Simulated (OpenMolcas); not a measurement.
# Au⁴⁺ among point charges: CASSCF and CASPT2 levels and susceptibility

Aim: the splitting of the states of Au⁴⁺ in the field of 5 point charges, its lowest levels with spin-orbit coupling and its magnetic susceptibility.

Program: OpenMolcas 26.06. Level of theory: state-averaged CASSCF and CASPT2, spin-orbit coupling by RASSI with atomic mean-field integrals. These are calculated values, not measurements, unless marked.

### Step 1. The system

- Species: Au⁴⁺ (gold, Z = 79, 75 electrons)
- Basis: ANO-RCC-VTZP [8s7p5d3f1g], 84 functions
- Scalar Hamiltonian: DKH2, point nucleus
- Inactive shells: 1s 2s 2p 3s 3p 3d 4s 4p 4d 4f 5s 5p
- Active space: 7 electrons in 5 orbitals (5d)
- Some configurations of this space: 5d7
- Orbitals: optimised for each spin and parity, averaged over all roots

Outer shells as boxes (Hund's rule):

5d7
```
5d [↑↓][↑↓][↑ ][↑ ][↑ ]
```

The ion sits among 5 point charges of -2 e arranged as a trigonal bipyramid (D3h), 1.83 Å from the ion, with the axial distance 1.793 Å.

Each step is its own input file, run in one work folder so that later steps find the files of earlier ones. Labels, J, g values, rates, χT and fits are worked out afterwards by a script from the matrices that RASSI stores.

### Step 2. GATEWAY and SEWARD: basis and integrals

File a.inp:

```
&GATEWAY
Coord
1

Au 0.0 0.0 0.0
Basis=ANO-RCC-VTZP
Group=NoSym
NoMove
AngMom=0.0 0.0 0.0
AMFI
XField
5 Angstrom 0
1.830000 0.000000 0.000000 -2.000000
-0.915000 1.584826 0.000000 -2.000000
-0.915000 -1.584826 0.000000 -2.000000
0.000000 0.000000 1.793400 -2.000000
0.000000 0.000000 -1.793400 -2.000000
&SEWARD
```

Run with:

```
> OMP_NUM_THREADS=1 MOLCAS_MEM=1689 MOLCAS_PROJECT=a pymolcas a.inp > a.log
```

### Step 3. CASSCF: quartets, 10 roots

File a.inp:

```
&RASSCF
FileOrb=start.orb
Symmetry=1
Spin=4
nActEl=7 0 0
Inactive=34
Ras2=5
CIRoot=10 10 1
SDav=10
CIMx=300
Iter=120 100
PrWF=0.3
OrbListing=Nothing
MaxOrb=0
>>> COPY $Project.JobIph JOB001
```

start.orb holds the contracted functions of the basis, ordered by shell, or the orbitals of the step before.

### Step 4. CASSCF: doublets, 40 roots

File a.inp:

```
&RASSCF
FileOrb=start.orb
Symmetry=1
Spin=2
nActEl=7 0 0
Inactive=34
Ras2=5
CIRoot=40 40 1
SDav=40
CIMx=300
Iter=120 100
PrWF=0.3
OrbListing=Nothing
MaxOrb=0
>>> COPY $Project.JobIph JOB002
```

### Step 5. RASSI: spin-orbit coupling between the states

File a.inp:

```
&RASSI
NrOfJobIphs=2 10 40
1 2 3 4 5 6 7 8 9 10
1 2 3 4 5 6 7 8 9 10 11 12 13 14 15 16 17 18 19 20 21 22 23 24 25 26 27
28 29 30 31 32 33 34 35 36 37 38 39 40
IphNames
JOB001
JOB002
EJob
SpinOrbit
DIPRint=1.0
SOCoupling=1000.0
Subsets=2
Property=9
'ANGMOM' 1 'ANGMOM' 2 'ANGMOM' 3 'MLTPL  1' 1 'MLTPL  1' 2 'MLTPL  1' 3
'AMFI' 1 'AMFI' 2 'AMFI' 3
SOProperty=3
'ANGMOM' 1 'ANGMOM' 2 'ANGMOM' 3
```

### Step 6. CASPT2: IPEA 0.25, imaginary shift 0.1 (closed shells correlated: 4f 5s 5p)

File a.inp:

```
>>> COPY JOB001 $Project.JobIph
&CASPT2
Multistate=10 1 2 3 4 5 6 7 8 9 10
NoMult
Frozen=23
IPEA=0.25
Imaginary=0.1
MaxIter=60
WThr=0.0 0.3 0.05
PrWF=0.5
NoMix
>>> COPY JOB002 $Project.JobIph
&CASPT2
Multistate=40 1 2 3 4 5 6 7 8 9 10 11 12 13 14 15 16 17 18 19 20 21 22
23 24 25 26 27 28 29 30 31 32 33 34 35 36 37 38 39 40
NoMult
Frozen=23
IPEA=0.25
Imaginary=0.1
MaxIter=60
WThr=0.0 0.3 0.05
PrWF=0.5
NoMix
```

(Steps that only read results are left out.)

Q: Predict the outcome of this session. Wanted: spin-free ground state; first state of the same spin within the active space; lowest level; next level.

The runs gave:

| quantity | value |
| --- | --- |
| method | SS-CASPT2, IPEA 0.25, imaginary shift 0.1 (closed shells correlated: 4f 5s 5p) |
| spin-free ground state | 4A1, 1-fold in its orbital part |
| first state of the same spin within the active space | 4A2 at 22.6 cm⁻¹ |
| lowest level | 2-fold E3/2, g = 0.00, 0.00, 11.74 |
| next level | 996.3 cm⁻¹ |
| χT at 300 K | 4.43 cm³ K/mol |
| effective moment at 300 K | 5.95 μB |

Cost by method:

```tsv
method	time of its own steps	time with the reference
A. CASSCF	14 s	14 s
B. SS-CASPT2, IPEA 0.25, imaginary shift 0.1, +4f 5s 5p	33 s	47 s
```

Times are of one thread on a shared host.

The spin-free ground state (4A1) comes to 100 % from free-ion F terms and keeps the highest spin of the shell. χT at 300 K is 4.43, against 1.88 cm³ K/mol for the spin alone, so orbital moment adds to it. An active space of the d shell alone favours high spin; real ions in strong fields can be low spin. CASPT2 does not keep the components of a term degenerate, and the means are used. The field of point charges can differ much from that of real complexes. With metal d orbitals alone active, the gaps between spin states are rough; where two lie within a few thousand cm-1, their order is open. This is an electrostatic model: the charges have no orbitals.
